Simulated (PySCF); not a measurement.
# C3H5F3O (MeOCH2CF3): the cost of one run

Programs: PySCF 2.14.0, with density-fitted response routines of our own. Each step states its level of theory. These are calculated values for one molecule, in the gas phase or a continuum, unless marked as measured. Atoms count from 0, in the outputs and in this text.

## Step 1: The molecule as given

12 atoms, charge 0, multiplicity 1; geometry from: GFN2-xTB. The atoms were then displaced at random by about 0.01 Å, so the start is not that level's minimum.

Bonds of the start (Å): C0–O1 1.44, O1–C2 1.40, C2–C3 1.51, C3–F4 1.37, C3–F5 1.33, C3–F6 1.34, C0–H7 1.08, C0–H8 1.08, C0–H9 1.11, C2–H10 1.11, C2–H11 1.07.

## Step 2: Geometry optimisation at PBE0-D3(BJ)/def2-SVP

The job: settings as JSON, then the geometry in Å.

```
{"job": {"xc": "PBE0", "basis": "def2-SVP", "d3": "d3bj", "grid": 1, "shake": 0.01, "kind": "geom"}, "charge": 0, "multiplicity": 1}
C      1.677400    -0.276820    -0.110430
O      0.628260     0.113000    -1.022740
C     -0.508410     0.692890    -0.446580
C     -1.315360    -0.292140     0.359720
F     -2.579710     0.200370     0.558420
F     -0.848670    -0.555510     1.577420
F     -1.490390    -1.468030    -0.255660
H      2.523950    -0.524360    -0.735800
H      1.365670    -1.098170     0.525490
H      1.925760     0.588170     0.541180
H     -0.237600     1.519400     0.250210
H     -1.101220     1.072930    -1.250270
```

The run is started by

```
> OMP_NUM_THREADS=1 python probes_run.py task.json out
```

One launch serves the whole session: the jobs run in the order shown.

Q: Estimate the wall time and peak memory of this first job on 1 thread of Intel Xeon Platinum 8488C, shared host.

About 91 s, with a peak of 0.52 GiB.
